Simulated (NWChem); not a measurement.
# GaSiH4OF (SMILES [F][GaH][O][SiH3]): levels of theory compared

Aim: a comparison of 6 runs (HF/6-31G*, B3LYP/6-31G*, M06-2X/6-31G*, PBE/6-31G*, PBE0/6-31G*, CCSD(T)/6-31G*) of GaSiH4OF. 

Program for the calculation: NWChem 7.3.0.

6 further runs of the same task are left out: 2 that didn't finish, 4 set aside as unsound or not needed. Runs told in other sessions of the task aren't counted.

## 1. The structure to begin with

The species is GaSiH4OF (8 atoms), meant as a singlet with charge 0. As SMILES, `[F][GaH][O][SiH3]`. One bond was lengthened or shortened from a relaxed shape.

Bond lengths: F1–Ga2 1.751 Å, Ga2–O3 1.763 Å, O3–Si4 1.885 Å, Ga2–H5 1.537 Å, Si4–H6 1.485 Å, Si4–H7 1.487 Å, Si4–H8 1.487 Å. Angles: F1–Ga2–O3 113.0°, Ga2–O3–Si4 138.2°, F1–Ga2–H5 121.9°, O3–Ga2–H5 125.1°, O3–Si4–H6 108.0°, O3–Si4–H7 111.0°, O3–Si4–H8 111.0°, H6–Si4–H7 109.1°, H6–Si4–H8 109.1°, H7–Si4–H8 108.7°.

## 2. The energy at HF/6-31G(d) (spherical functions) (run 1)

test.nw reads:

```
echo
start test
title "FGaH4OSi energy"
memory total 2200 mb

geometry units angstroms noautosym nocenter noautoz
  F     1.048378    1.617611    1.794457
  Ga    1.515178    1.365811    0.125757
  O     0.513478    0.170411   -0.695743
  Si   -0.952800   -0.945800   -0.299100
  H     2.684378    2.129811   -0.514843
  H    -1.287500   -1.717200   -1.523200
  H    -0.618600   -1.894300    0.796900
  H    -2.137300   -0.143800    0.108800
end

basis spherical bse
  F library 6-31G*
  Ga library 6-31G*
  O library 6-31G*
  Si library 6-31G*
  H library 6-31G*
end

scf
  thresh 1e-08
  maxiter 80
  print low
end

task scf energy
```

Command:

```sh
$ nwchem test.nw > test.out
```

Output:

```text
[...]
  functions       =    86
[...]
  wavefunction    = RHF
[...]
         Total SCF energy =  -2388.584571496815
      One-electron energy =  -4007.169692772417
      Two-electron energy =   1279.687302665983
 Nuclear repulsion energy =    338.897818609619
        Time for solution =     41.9s
 Task  times  cpu:       43.1s     wall:       43.1s
[...]
```

Wall time 44 s (1 thread of Intel Xeon Platinum 8259CL at 2.50GHz (Skylake/Cascade Lake), shared host); peak memory 0.1 GiB.

## 3. The energy at B3LYP/6-31G(d) (spherical functions) (run 2)

fgah4osi.nw reads:

```
START fgah4osi
memory total 2200 mb
charge 0
GEOMETRY noautosym nocenter noautoz
  F      1.048378     1.617611     1.794457
  Ga     1.515178     1.365811     0.125757
  O      0.513478     0.170411    -0.695743
  Si    -0.952800    -0.945800    -0.299100
  H      2.684378     2.129811    -0.514843
  H     -1.287500    -1.717200    -1.523200
  H     -0.618600    -1.894300     0.796900
  H     -2.137300    -0.143800     0.108800
END
BASIS spherical bse
  F library 6-31G*
  Ga library 6-31G*
  O library 6-31G*
  Si library 6-31G*
  H library 6-31G*
END
DFT
  xc b3lyp
  mult 1
  grid xfine
  convergence energy 1e-08
  iterations 100
  mulliken
  print medium
END
TASK dft
```

Command:

```sh
$ nwchem fgah4osi.nw > fgah4osi.out
```

Output:

```text
[...]
          Wavefunction type:  closed shell.
          No. of atoms     :     8
          No. of electrons :    66
[...]
          Charge           :     0
          Spin multiplicity:     1
[...]
          AO basis - number of functions:    86
[...]
              XC Information
              --------------
                         B3LYP Method XC Potential
                     Hartree-Fock (Exact) Exchange  0.200
                        Slater Exchange Functional  0.800 local
                    Becke 1988 Exchange Functional  0.720 non-local
              Lee-Yang-Parr Correlation Functional  0.810
                  VWN I RPA Correlation Functional  0.190 local
[...]
 d= 0,ls=0.0,diis     1  -2391.5105036561 -2.73D+03  2.42D-02  1.13D+00     5.6
[...]
 d= 0,ls=0.0,diis    11  -2391.6552226109 -3.59D-10  1.20D-07  3.15D-10    49.2
         Total DFT energy =    -2391.655222610902
      One electron energy =    -4006.186835648946
           Coulomb energy =     1392.245218439313
    Exchange-Corr. energy =     -116.611424010889
 Nuclear repulsion energy =      338.897818609619
[...]
      Total Density - Mulliken Population Analysis
     ---------------------------------------------
    Atom       Charge   Shell Charges
 -----------   ------   -------------------------------------------------------
    1 F    9     9.44   2.00  0.93  3.29  1.05  2.17  0.01
    2 Ga  31    30.36   2.00  2.00  6.00  2.00  5.99  1.01  1.11 -0.01  0.09  6.82  2.94  0.41
    3 O    8     8.70   2.00  0.90  2.85  0.97  1.98  0.01
    4 Si  14    13.37   2.00  2.00  5.96  1.00  1.74  0.20  0.29  0.18
    5 H    1     0.90   0.47  0.43
    6 H    1     1.07   0.51  0.56
    7 H    1     1.08   0.51  0.57
    8 H    1     1.08   0.51  0.57
[...]
```

Run time: 50 s. Hardware: 1 thread of Intel Xeon Platinum 8259CL at 2.50GHz (Skylake/Cascade Lake), shared host; peak memory 0.14 GiB.

Runs 3 to 5 aren't shown in full; the table further down has their settings and results.

## 4. The energy at CCSD(T)/6-31G(d) (spherical functions) (run 6)

m1.nw reads:

```
start m1
title "FGaH4OSi"
memory total 2200 mb
charge 0

geometry units au noautosym nocenter noautoz
 F    1.98114730   3.05684177   3.39103227
 Ga   2.86327145   2.58100873   0.23764629
 O    0.97033279   0.32203012  -1.31476372
 Si  -1.80053105  -1.78730297  -0.56521708
 H    5.07273923   4.02475949  -0.97291227
 H   -2.43302239  -3.24503770  -2.87843083
 H   -1.16898458  -3.57970820   1.50592275
 H   -4.03891165  -0.27174262   0.20560220
end

basis spherical bse
 * library 6-31G*
end

scf
 thresh 1e-08
 maxiter 80
end

ccsd
 freeze core 16
 maxiter 60
end

task ccsd(t) energy
```

Command:

```sh
$ nwchem m1.nw > m1.out
```

Output:

```text
[...]
  functions       =    86
[...]
  wavefunction    = RHF
[...]
         Total SCF energy =  -2388.584571467301
      One-electron energy =  -4007.169643863585
      Two-electron energy =   1279.687278072074
 Nuclear repulsion energy =    338.897794324210
        Time for solution =     37.6s
[...]
 Total MP2 energy:          -2389.259566697624450
[...]
             energy      energy      error      ampl     ampl      Block
                                                time     time      time
[...]
 Total CCSD energy:          -2389.265082530311702
[...]
 Total CCSD+T(CCSD) energy:          -2389.283042379307062
[...]
 Total CCSD(T) energy:               -2389.280076730077781
[...]
```

Run time: 4.7 min. Hardware: 1 thread of Intel Xeon Platinum 8259CL at 2.50GHz (Skylake/Cascade Lake), shared host; peak memory 0.26 GiB.

## 5. All runs side by side

| run | level | iteration cap | module | energy (Eh) | wall time |
| --- | --- | --- | --- | --- | --- |
| 1 | HF/6-31G* (spherical functions) | 80 | scf | -2388.584571 | 44 s |
| 2 | B3LYP/6-31G* (spherical functions) | 100 | dft | -2391.655223 | 50 s |
| 3 | M06-2X/6-31G* (spherical functions) | 100 | dft | -2391.485841 | 57 s |
| 4 | PBE/6-31G* (spherical functions) | 100 | dft | -2390.957430 | 56 s |
| 5 | PBE0/6-31G* (spherical functions) | 100 | dft | -2391.026971 | 49 s |
| 6 | CCSD(T)/6-31G* (spherical functions) | 80 | ccsd(t) | -2389.280077 | 4.7 min |

## 6. Results

| quantity | value |
| --- | --- |
| run 6: total energy | -2389.28008 Eh |
| run 6: HOMO energy (Hartree–Fock orbitals) | -12.43 eV |
| run 6: LUMO energy (Hartree–Fock orbitals) | 1.85 eV |
| run 6: HOMO–LUMO gap (Hartree–Fock orbitals) | 14.28 eV |
| run 6: correlation energy (16 core orbitals frozen) | -695.5 mEh |
| run 6: (T) correction | -14.99 mEh |

Over runs 2, 3, 4, 5 the dipole moment (its size) runs from 1.09 D (PBE/6-31G*) to 1.18 D (M06-2X/6-31G*). Over runs 2, 3, 4 the HOMO–LUMO gap runs from 5.33 eV (PBE/6-31G*) to 9.83 eV (M06-2X/6-31G*). Totals of different functionals can't be ranked against each other. All runs together took 8.9 min, the longest 4.7 min.
